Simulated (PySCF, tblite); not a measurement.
**C6H11BClN: geometry, infrared bands and NMR shifts**

Wanted: the infrared bands and NMR shifts of C6H11BClN (`C=C[B@H-](CCl)[N+]#CCC`), by calculation.

Computed with tblite 0.8.0 and PySCF 2.14.0, with density-fitted response routines of our own, on a single molecule in the gas phase. Atoms count from 0, in the outputs and in this text.

## Step 1: Starting geometry

20 atoms, charge 0, multiplicity 1; geometry from: force field or distance geometry start.

Bonds of the start (Å): C0–C1 1.34, C1–B2 1.60, B2–C3 1.62, C3–Cl4 1.79, B2–N5 1.48, N5–C6 1.16, C6–C7 1.47, C7–C8 1.52, C0–H9 1.08, C0–H10 1.09, C1–H11 1.07, B2–H12 1.20, C3–H13 1.10, C3–H14 1.10, C7–H15 1.11, C7–H16 1.11, C8–H17 1.11, C8–H18 1.10, C8–H19 1.11.

## Step 2: Geometry optimisation with GFN2-xTB

Job settings and geometry (Å):

```
{"job": {"kind": "relax", "xc": "GFN2-xTB", "basis": "xTB"}, "charge": 0, "multiplicity": 1}
C     -2.268000    -1.920000    -1.217300
C     -2.329000    -0.617200    -0.904400
B     -1.509300    -0.049700     0.347200
C     -1.854900     1.519600     0.546900
Cl    -1.093300     2.112400     2.056600
N     -0.062900    -0.217700     0.108100
C      1.078800    -0.343200    -0.071700
C      2.523900    -0.501800    -0.288800
C      3.275700     0.725900     0.183900
H     -1.682600    -2.620400    -0.637900
H     -2.845600    -2.286900    -2.067700
H     -2.942600     0.044300    -1.487700
H     -1.836900    -0.647600     1.334500
H     -2.948400     1.650600     0.634100
H     -1.481900     2.110800    -0.305100
H      2.872400    -1.397600     0.275100
H      2.701800    -0.657600    -1.374000
H      3.104100     0.882500     1.270300
H      4.357700     0.594800     0.011600
H      2.936000     1.629700    -0.369200
```

Command:

```console
$ OMP_NUM_THREADS=1 python probes_run.py task.json out
```

The driver reads the jobs from task.json and runs them one after another.

**Question.** This job is followed by: GFN2-xTB harmonic vibrations, gas phase; GIAO PBE0/pcSseg-1 NMR shielding, non-relativistic, gas phase. Predict these results of the whole session: strongest single infrared mode (GFN2-xTB); zero-point energy (GFN2-xTB); ¹³C shifts against TMS (PBE0/pcSseg-1); ¹H shifts against TMS (PBE0/pcSseg-1, means over atoms taken as alike); ¹¹B shifts against BF3·OEt2 (PBE0/pcSseg-1); ³⁵Cl shifts against HCl (PBE0/pcSseg-1); ¹⁵N shifts against NH3 (PBE0/pcSseg-1).

The runs gave:

| quantity | value |
| --- | --- |
| strongest single infrared mode (GFN2-xTB) | 2447 cm⁻¹, 122 km/mol |
| zero-point energy (GFN2-xTB) | 98.5 kcal/mol |
| ¹³C shifts against TMS (PBE0/pcSseg-1) | 155.5, 125.6, 119.8, 47.3, 14.0, 12.5 ppm |
| ¹H shifts against TMS (PBE0/pcSseg-1, means over atoms taken as alike) | 6.46, 5.45, 5.23, 3.31, 2.78, 2.75, 2.67, 2.58, 1.70 ppm |
| ¹¹B shifts against BF3·OEt2 (PBE0/pcSseg-1) | -25.2 ppm |
| ³⁵Cl shifts against HCl (PBE0/pcSseg-1) | 18 ppm |
| ¹⁵N shifts against NH3 (PBE0/pcSseg-1) | 228.2 ppm |

What this shows: The optimisation took 164 steps and gained 0.282 eV; among the close pairs (by a distance rule), C6–C7 changed most, from 1.470 to 1.431 Å. The lowest mode is imaginary (21i cm⁻¹), so the xTB geometry is not a minimum. The strongest single mode, at 2447 cm⁻¹, moves mainly H12. Unscaled tight-binding wavenumbers are off by several per cent, some by more. Its intensities can rank the bands wrongly. The most deshielded carbon is C1 (alkene CH), at 155.5 ppm: an sp2 carbon of a C=C bond. H11 (hydrogen on an alkene CH) lies farthest downfield among hydrogen, at 6.46 ppm; attached to an sp2 carbon and in the plane of the double bond. At PBE0/pcSseg-1: The largest span, 415 ppm, is at N5, where the paramagnetic term is -293 ppm.
